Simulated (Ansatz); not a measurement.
# CH2SSe: small, medium and large basis sets

How large a basis does CH2SSe need? Two functionals are run in growing sets.

The runs use Ansatz 0.2.0, Gaussian basis; one geometry, several basis sets.

The runs, in order: PBE0-D4/def2-SVP; ωB97M-V/def2-SVP; PBE0-D4/def2-QZVPP; ωB97M-V/def2-QZVPP; the functionals' def2-TZVPP values are taken from earlier runs.

## 1. The geometry

The geometry comes from an earlier relaxation with PBE0-D4 in a triple-zeta def2 set; it is a stationary point.

SMILES `SC=[Se]`, 5 atoms, charge 0, spin multiplicity 1.

Atoms are counted from 1 here; the program's logs count them from 0.

Bond lengths: S1–C2 1.707 Å, S1–H4 1.347 Å, C2–Se3 1.762 Å, C2–H5 1.090 Å. Angles: C2–S1–H4 96.6°, S1–C2–Se3 129.3°, S1–C2–H5 110.4°, Se3–C2–H5 120.3°.

Coordinates:

```xyz
5

S    -1.25115    0.41896   -0.07562
C     0.20824   -0.35872    0.34850
Se    1.79660   -0.23804   -0.40367
H    -0.76089    1.10732   -1.12493
H     0.05710   -1.00301    1.21431
```

## 2. PBE0-D4 in def2-SVP

File in.yaml:

```yaml
crystal:
  periodic: [false, false, false]
  atoms:
    - {symbol: S, position_ang: [-1.251146, 0.418959, -0.075616]}
    - {symbol: C, position_ang: [0.208241, -0.358719, 0.348502]}
    - {symbol: Se, position_ang: [1.796602, -0.238041, -0.403670]}
    - {symbol: H, position_ang: [-0.760894, 1.107316, -1.124926]}
    - {symbol: H, position_ang: [0.057098, -1.003015, 1.214311]}
basis:
  gaussian: {orbitals: def2-SVP}
hamiltonian: {xc: pbe0, dispersion: d4}
output: {orbitals: {seedname: orbitals}}
```

Launch:

```bash
ansatz run in.yaml --threads 2 --pin off --events-out ev --progress --plain --max-ram 4352MiB
```

The runs that follow: ωB97M-V in def2-SVP; PBE0-D4 in def2-QZVPP; ωB97M-V in def2-QZVPP.

Before running them: what should the planned runs give, taken together? Wanted: PBE0-D4: double and triple zeta above quadruple; ωB97M-V: double and triple zeta above quadruple.

As calculated:

| quantity | value |
| --- | --- |
| PBE0-D4: double and triple zeta above quadruple | 14.73, 1.76 eV |
| ωB97M-V: double and triple zeta above quadruple | 14.67, 1.70 eV |

**Reading.** For PBE0-D4 the step from double to triple zeta gains 12.97 eV and the next only 1.76 eV. Total energies overstate the basis error of differences, where much of it tends to cancel.
